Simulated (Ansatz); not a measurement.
**Co2Pd (P-3m1): Heisenberg exchange couplings from a Python script**

Aim: the Heisenberg exchange couplings, for Co2Pd (P-3m1), run from a script.

Program: the Python package of Ansatz 0.2.0. Level of theory: DFT PBEsol, plane waves, PAW. These are calculated values, not measurements.

## (1) The structure

Symmetry: P-3m1, No. 164, trigonal system. The conventional cell has a = 2.638 Å, b = 2.638 Å, c = 6.319 Å, α = 90.00°, β = 90.00°, γ = 120.00°. Co (site symmetry 3m) is surrounded by 9 Co at 2.43 to 2.64 Å and 3 Pd at 2.68 Å. Pd (site symmetry -3m) is surrounded by 6 Pd at 2.64 Å and 6 Co at 2.68 Å.

The script holds or builds the structure itself.

## (2) The script

jij.py

```python
import ansatz as az
import numpy as np


def main() -> None:
    cell = (
        az.Lattice.from_parameters(2.637931, 2.637931, 6.319344, alpha=90.0, beta=90.0, gamma=120.0)
        .atom("Co", (1 / 3, 2 / 3, 0.650222))
        .atom("Co", (2 / 3, 1 / 3, 0.349778))
        .atom("Pd", (0.0, 0.0, 0.0))
        .moments(Co=2.5)
    )

    setup = (
        cell.calculation()
        .functional(az.Functional.PBESOL)
        .basis(16 * az.Ha, density_ratio=8)
        .kpoints(length=17)
        .occupations("Fermi-Dirac", width=0.1)
        .spin("collinear")
        .mixing("anderson", ndim=8, beta=0.4)
        .eigensolver("auto", mixed_precision=False)
        .scf(tolerance=1e-09, extra_bands=12)
        .eigenstates(nscf_kmesh=(8, 8, 3))
        .exchange_couplings(magnetic=["Co"])
    )
    couplings = setup.run(threads=1, backend="cpu").exchange_couplings().to_plain()
    for atom in couplings["atoms"]:
        print(atom["site"]["symbol"], atom["role"], "moment", round(atom["moment_mub"], 3), "muB")
    shells = {}
    for pair in couplings["pairs"]:
        key = (pair["site"], pair["partner"], round(float(np.linalg.norm(pair["displacement_ang"])), 2))
        shells.setdefault(key, []).append(1000 * pair["coupling_ev"])
    print("site partner distance (A)  count  mean J (meV)")
    for (i, j, d), values in sorted(shells.items(), key=lambda item: item[0][2])[:6]:
        print(f"{i:4d} {j:7d} {d:12.2f} {len(values):6d} {np.mean(values):13.3f}")
    print("mean-field order:", couplings["mean_field_order"])


if __name__ == "__main__":
    main()
```

## (3) What the engine is handed

The engine receives this input:

```yaml
crystal:
  lattice:
    a: 2.637931
    b: 2.637931
    c: 6.319344
    alpha: 90.0
    beta: 90.0
    gamma: 120.0
  atoms:
    - { symbol: Co, position: [0.3333333333333333, 0.6666666666666666, 0.650222] }
    - { symbol: Co, position: [0.6666666666666666, 0.3333333333333333, 0.349778] }
    - { symbol: Pd, position: [0.0, 0.0, 0.0] }
basis:
  ecutwfc: 435.382179935808
  ecutrho_ratio: 8
kpoints:
  mp_grid:
    grid: [7, 7, 3]
hamiltonian:
  xc: pbesol
magnetization:
  spin_polarized: true
  per_species:
    Co: 2.5
scf:
  n_extra_bands: 12
  convergence:
    dr2_threshold: 1.0e-09
  mixing:
    algorithm: anderson
    beta: 0.4
    ndim: 8
  occupations:
    method: fermi_dirac
    width: 0.1
  eigensolver:
    kind: auto
    mixed_precision: false
output:
  eigenstates:
    nscf_kmesh:
      grid: [8, 8, 3]
    exchange_couplings:
      magnetic:
        - { species: Co }
```

## (4) Running it

On the command line:

```console
$ python jij.py
```

The program printed:

```text
Co magnetic moment 1.883 muB
Co magnetic moment 1.883 muB
Pd relaxed moment 0.081 muB
site partner distance (A)  count  mean J (meV)
   0       1         2.43      3        33.628
   1       0         2.43      3        33.628
   0       0         2.64      6        15.451
   1       1         2.64      6        15.451
   0       1         3.59      3         3.764
   1       0         3.59      3         3.764
mean-field order: {'temperature_k': 1760.1218452263693, 'q_frac': [0.0, 0.0, 0.0]}
```

Run time: 76 s. Hardware: 1 thread of Arm Neoverse V1, shared host; peak memory 0.91 GiB.

Lines on the test bed's own set-up are left out of the output.

## (5) Size and end state of the run

The report of the run holds:

```csv
item,value
SCF cycles in all,21
k-points solved,20
plane waves,795
bands,38
valence electrons,52
free energy (eV),-17092.33340
Fermi level (eV),18.262
```

## (6) What came out

```
              quantity                                value
           free energy  -17092.3334 eV (-5697.4445 eV/atom)
       gap on the mesh                                 none
moment, net / absolute              3.78 / 4.10 μB per cell
```

**Reading.** The mesh shows no gap. Notes:
- The mesh is modest for a metal, so energies can be off by several to tens of meV an atom and pressures by half a GPa or more; differences at equal mesh fare better.
- This cell is a computed structure, which may not be the phase found in nature.
- The couplings are those of E = -sum over i != j of J_ij e_i.e_j for unit vectors, so J > 0 favours parallel moments. Couplings oscillate with the k-mesh and hold for small turns from this magnetic state; mean-field temperatures overestimate ordering, and where the couplings favour a wavevector other than zero the state started from isn't the stable order.
